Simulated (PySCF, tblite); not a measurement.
**C₅H₆F₂OSi: geometry, infrared bands and NMR shifts**

What infrared bands and NMR shifts should C₅H₆F₂OSi (`C=C1OC=C([SiH3])C1(F)F`) show?

The runs use tblite 0.8.0 and PySCF 2.14.0, with density-fitted response routines of our own; the level of theory stands in each step. All values are computed, except where a source is named. Atoms count from 0, in the outputs and in this text.

**1. The starting structure**

15 atoms, charge 0, multiplicity 1; geometry from: force field or distance geometry start.

Bonds of the start (Å): C0–C1 1.34, C1–O2 1.39, O2–C3 1.41, C3–C4 1.33, C4–Si5 1.84, C4–C6 1.48, C6–F7 1.38, C6–F8 1.39, C6–C1 1.48, C0–H9 1.10, C0–H10 1.08, C3–H11 1.10, Si5–H12 1.48, Si5–H13 1.46, Si5–H14 1.48.

**2. Geometry optimisation with GFN2-xTB**

The job: settings as JSON, then the geometry in Å.

```
{"job": {"kind": "relax", "xc": "GFN2-xTB", "basis": "xTB"}, "charge": 0, "multiplicity": 1}
C      2.839200     0.079800     0.036800
C      1.549400    -0.185800    -0.221000
O      1.057800    -1.139400    -1.107700
C     -0.349500    -1.089400    -1.068800
C     -0.741500    -0.188500    -0.178100
Si    -2.493700     0.224700     0.223200
C      0.413700     0.495200     0.449100
F      0.411900     1.852000     0.209200
F      0.496600     0.209600     1.810000
H      3.094400     0.849800     0.774700
H      3.633900    -0.441200    -0.471300
H     -1.044700    -1.716200    -1.641500
H     -3.339100    -0.985700     0.261700
H     -3.047400     1.231600    -0.681100
H     -2.485500     0.811700     1.583000
```

Started as:

```
> OMP_NUM_THREADS=1 python probes_run.py task.json out
```

One launch serves the whole session: the jobs run in the order shown.

**Question.** This job is followed by: GFN2-xTB harmonic vibrations, gas phase; GIAO PBE0/pcSseg-1 NMR shielding, non-relativistic, gas phase. What will the session give for the following? strongest single infrared mode (GFN2-xTB); zero-point energy (GFN2-xTB); ¹³C shifts against TMS (PBE0/pcSseg-1); ¹H shifts against TMS (PBE0/pcSseg-1, means over atoms taken as alike); ¹⁷O shifts against H2O (PBE0/pcSseg-1); ²⁹Si shifts against TMS (PBE0/pcSseg-1); ¹⁹F shifts against CFCl3 (PBE0/pcSseg-1, means over atoms taken as alike).

**Answer**, as computed:

```
                                                                 quantity                                  value
                                strongest single infrared mode (GFN2-xTB)                   782 cm⁻¹, 467 km/mol
                                             zero-point energy (GFN2-xTB)                          58.0 kcal/mol
                                   ¹³C shifts against TMS (PBE0/pcSseg-1)  166.1, 164.4, 131.5, 109.3, 102.7 ppm
   ¹H shifts against TMS (PBE0/pcSseg-1, means over atoms taken as alike)             6.83, 5.62, 5.49, 4.37 ppm
                                   ¹⁷O shifts against H2O (PBE0/pcSseg-1)                              221.7 ppm
                                  ²⁹Si shifts against TMS (PBE0/pcSseg-1)                              -89.9 ppm
¹⁹F shifts against CFCl3 (PBE0/pcSseg-1, means over atoms taken as alike)                              -93.3 ppm
```

What this shows: The optimisation took 87 steps and gained 0.449 eV; among the close pairs (by a distance rule), O2–C3 changed most, from 1.409 to 1.363 Å. All 39 modes are real, so the xTB geometry is a minimum. The strongest single mode, at 782 cm⁻¹, has its largest shares on H12, H14 and H13 (the list is cut at 3 atoms). GFN2-xTB is a fitted tight-binding method: band positions and strengths are rough. Its intensities can rank the bands wrongly. H11 (hydrogen on an alkene carbon bearing oxygen) lies farthest downfield among hydrogen, at 6.83 ppm; olefinic region. At PBE0/pcSseg-1: The largest span, 191 ppm, is at C0, where the paramagnetic term is -169 ppm.
